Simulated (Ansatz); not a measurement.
CH3FMgO, SMILES C[O][Mg][F], harmonic frequencies at the relaxed geometry

Computed with the Ansatz DFT code, driven from Python.

Run as a notebook:

**Cell 1**
```python
import warnings

import ansatz as az
from ase import Atoms
from ase.thermochemistry import IdealGasThermo
import numpy as np
```

**Cell 2**
```python
warnings.simplefilter('ignore', az.DeckWarning)
```

**Cell 3**
```python
system = (
    az.Crystal.molecule()
    .atom('C', [0.0658, 0.984, 0.1953])
    .atom('O', [-0.036, -0.019, 1.1039])
    .atom('Mg', [-0.087, -1.6735, -0.0296])
    .atom('F', [-0.0017, -3.29, -1.1183])
    .atom('H', [-0.874, 0.9794, -0.4906])
    .atom('H', [0.0325, 2.0133, 0.7228])
    .atom('H', [0.9617, 0.9379, -0.4293])
)
```

**Cell 4**
```python
setup = system.calculation()
setup = setup.basis(gaussian='def2-SVP').functional('pbe')
symbols = [site.symbol for site in system.cartesian_sites]
start = np.array([site.position_ang for site in system.cartesian_sites], dtype=float)
r = setup.relax(force_tolerance=0.003).run(threads=1, pin='off').report
end = np.array(r['positions_ang'])
```

**Cell 5**
```python
print('final positions (A) and the move of each atom')
for symbol, xyz, old in zip(symbols, end, start):
    print(f'{symbol:2s} {xyz[0]:10.5f} {xyz[1]:10.5f} {xyz[2]:10.5f}   {np.linalg.norm(xyz - old):7.4f}')

minimum = az.Crystal.molecule()
for symbol, xyz in zip(symbols, end):
    minimum = minimum.atom(symbol, xyz.tolist())
vibrating = (
    minimum.calculation()
    .basis(gaussian='def2-SVP')
    .functional('pbe')
    .phonons(temperatures=(200, 600, 100))
)
vib = vibrating.run(threads=1, pin='off').report['vibrations']
sums = vib['harmonic_sums']
modes = [m['omega_inv_cm'] for m in sums['modes_at_gamma'] if m['rigid_motion'] == 'no']
print('frequencies (1/cm):', ' '.join(f'{w:.0f}' for w in modes))
print('imaginary modes:', sum(w < 0 for w in modes), ' zero-point energy:', round(sums['zero_point_energy_ev'], 4), 'eV')
gas = IdealGasThermo(vib_energies=[w / 8065.544 for w in modes if w > 0], geometry='linear' if len(modes) == 3 * len(symbols) - 5 else 'nonlinear',
                     atoms=Atoms(symbols, positions=end), symmetrynumber=1, spin=0.0)
print(f'H(298 K) - E = {gas.get_enthalpy(298.15, verbose=False):.4f} eV')
print(f'S(298 K, 1 bar) = {96485.33 * gas.get_entropy(298.15, 1e5, verbose=False):.1f} J/(mol K) with symmetry number 1')
```
Output:
```text
final positions (A) and the move of each atom
C     0.03726    1.15755    0.10870    0.1960
O     0.00359   -0.22040   -0.02523    1.1476
Mg   -0.03948   -1.98556   -0.20100    0.3592
F    -0.08259   -3.74950   -0.37666    0.8762
H    -0.81398    1.65302   -0.41922    0.6800
H    -0.01820    1.47829    1.17774    0.7041
H     0.97468    1.59871   -0.31013    0.6716
frequencies (1/cm): 75 75 159 159 477 814 1143 1143 1257 1421 1421 1432 2880 2944 2944
imaginary modes: 0  zero-point energy: 1.1372 eV
H(298 K) - E = 1.3275 eV
S(298 K, 1 bar) = 321.4 J/(mol K) with symmetry number 1
```

What to keep in mind:
- The frequencies are harmonic and unscaled, in a modest basis. The result belongs to the one conformer reached from this start, and soft torsions count as harmonic oscillators.
- The entropy takes a symmetry number of 1; a symmetric molecule's is lower by R ln(sigma).
- The whole script took 49 s on 1 thread of Intel(R) Xeon(R) Platinum 8488C (Sapphire Rapids), on a shared host, peak memory 0.28 GiB.

(Lines on the test bed's own set-up are left out of the output.)
